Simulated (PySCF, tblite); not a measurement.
# C₆H₉ClSi: geometry, infrared bands and NMR shifts

What infrared bands and NMR shifts should C₆H₉ClSi (`C=C[C@H]1CC([SiH3])=C1Cl`) show?

Computed with tblite 0.8.0 and PySCF 2.14.0, with density-fitted response routines of our own, on a single molecule in the gas phase. Atoms count from 0, in the outputs and in this text.

## (1) Starting geometry

17 atoms, charge 0, multiplicity 1; geometry from: force field or distance geometry start.

Bonds of the start (Å): C0–C1 1.33, C1–C2 1.51, C2–C3 1.46, C3–C4 1.46, C4–Si5 1.85, C4–C6 1.30, C6–Cl7 1.77, C6–C2 1.45, C0–H8 1.09, C0–H9 1.11, C1–H10 1.06, C2–H11 1.12, C3–H12 1.09, C3–H13 1.14, Si5–H14 1.48, Si5–H15 1.47, Si5–H16 1.48.

## (2) Optimising the geometry with GFN2-xTB

What the job is given:

```
{"job": {"kind": "relax", "xc": "GFN2-xTB", "basis": "xTB"}, "charge": 0, "multiplicity": 1}
C     -2.588400    -1.028900    -1.177200
C     -1.381700    -0.518900    -0.969500
C     -0.651000    -0.679000     0.338500
C      0.791800    -0.888600     0.278700
C      0.915500     0.438200     0.870500
Si     2.381700     1.465500     1.347000
C     -0.374300     0.631500     0.898600
Cl    -1.408400     1.966600     1.443800
H     -3.071500    -0.886800    -2.148400
H     -3.130600    -1.584800    -0.379100
H     -0.910100     0.008000    -1.765000
H     -1.217600    -1.324800     1.056300
H      1.259800    -1.059900    -0.691900
H      1.083600    -1.683600     1.045400
H      1.909700     2.849500     1.562400
H      3.444200     1.423000     0.337500
H      2.940200     0.885100     2.592100
```

Command:

```sh
$ OMP_NUM_THREADS=1 python probes_run.py task.json out
```

The driver reads the jobs from task.json and runs them one after another.

**Question.** This job is followed by: GFN2-xTB harmonic vibrations, gas phase; GIAO PBE0/pcSseg-1 NMR shielding, non-relativistic, gas phase. Predict these results of the whole session: strongest single infrared mode (GFN2-xTB); zero-point energy (GFN2-xTB); ¹³C shifts against TMS (PBE0/pcSseg-1); ¹H shifts against TMS (PBE0/pcSseg-1, means over atoms taken as alike); ²⁹Si shifts against TMS (PBE0/pcSseg-1); ³⁵Cl shifts against HCl (PBE0/pcSseg-1); surface potential, 1st and 99th percentile.

**Answer**, as computed:

| quantity | value |
| --- | --- |
| strongest single infrared mode (GFN2-xTB) | 788 cm⁻¹, 363 km/mol |
| zero-point energy (GFN2-xTB) | 76.7 kcal/mol |
| ¹³C shifts against TMS (PBE0/pcSseg-1) | 163.8, 147.9, 145.5, 124.6, 61.7, 37.9 ppm |
| ¹H shifts against TMS (PBE0/pcSseg-1, means over atoms taken as alike) | 5.90, 5.52, 5.43, 4.11, 3.52, 2.75, 2.12 ppm |
| ²⁹Si shifts against TMS (PBE0/pcSseg-1) | -94.6 ppm |
| ³⁵Cl shifts against HCl (PBE0/pcSseg-1) | 251 ppm |
| surface potential, 1st and 99th percentile | -0.61 V and 0.96 V |

In words: Over 85 steps the energy fell by 0.600 eV; of the close pairs, C2–C3 changed most, 1.459 to 1.558 Å. All 45 modes are real, so the xTB geometry is a minimum. The strongest single mode, at 788 cm⁻¹, moves mainly H16 and H15. Unscaled tight-binding wavenumbers are off by several per cent, some by more. Its intensities can rank the bands wrongly. The most deshielded hydrogen is H10 (hydrogen on an alkene CH), at 5.90 ppm: olefinic region. At PBE0/pcSseg-1: Shielding is most anisotropic at Cl7 (span 498 ppm, paramagnetic term -449 ppm). At PBE0/pcSseg-1, counted by nearest atom on the grid, the HOMO lies on C4 32 %; C6 22 %, the LUMO on C4, C6 about 28 % each; Cl7 6 %.
